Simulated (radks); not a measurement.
**Ionisation of N: one atom, several choices of functional**

One table from this session's results is given with a row withheld; the runs are named, their logs left out.

The numbers are computed with radks (a radial shooting solver on a logarithmic mesh, Libxc functionals) version 1 (non-relativistic Kohn-Sham, spin-unpolarised, spherical densities, point nucleus), except any that are marked as measured or tabulated.

## The system

- element: nitrogen (Z = 7)
- charge: 0
- electrons: 7
- configuration: [He] 2s2 2p3
- ion: N⁺, [He] 2s2 2p2
- choices: MS2 meta-GGA; revTPSS; r2SCAN; LDA (Slater exchange, Perdew-Zunger correlation); PBEsol; XLYP; BP86; exchange-only PBE

The outer shells:

N
```
[He] core
2s [↑↓]
2p [↑ ][↑ ][↑ ]
```

N⁺
```
[He] core
2s [↑↓]
2p [↑ ][↑ ][  ]
```

Set-up of the first run:

Input:

```text
Z 7
configuration [He] 2s2 2p3
relativity non-relativistic
functional ms2,regtpss
spin unpolarised
nucleus point
```

Steps of the session up to this table: MS2 meta-GGA: N; MS2 meta-GGA: N⁺; revTPSS: N; revTPSS: N⁺; r2SCAN: N; r2SCAN: N⁺; LDA (Slater exchange, Perdew-Zunger correlation): N; LDA (Slater exchange, Perdew-Zunger correlation): N⁺; PBEsol: N; PBEsol: N⁺; XLYP: N; XLYP: N⁺; BP86: N; BP86: N⁺; exchange-only PBE: N; exchange-only PBE: N⁺.

One of the session's tables, all rows but one given; the rest of the session is left out.

```
                                      functional  E(N) (hartree)  Δ-SCF (eV)  −ε(HOMO) (eV)  <r> HOMO (bohr)
                                    MS2 meta-GGA       -54.47670      13.517          7.052            1.483
                                         revTPSS       -54.46445      13.517          7.045            1.486
                                          r2SCAN               ?           ?              ?                ?
LDA (Slater exchange, Perdew-Zunger correlation)       -54.02250      13.737          7.247            1.481
                                          PBEsol       -54.20997      13.527          7.041            1.484
                                            XLYP       -54.52858      13.627          7.114            1.488
                                            BP86       -54.48423      13.685          7.192            1.480
                               exchange-only PBE       -54.22330      12.734          6.312            1.508
```

Estimate the missing values for r2SCAN.

**Answer.** E(N) (hartree): -54.42522; Δ-SCF (eV): 13.655; −ε(HOMO) (eV): 7.201; <r> HOMO (bohr): 1.479. In the column «E(N) (hartree)» it lies between revTPSS (-54.46445) and exchange-only PBE (-54.22330).

Spin polarisation and multiplet splitting are left out, so open shells lie too high by an amount that depends on their filling.
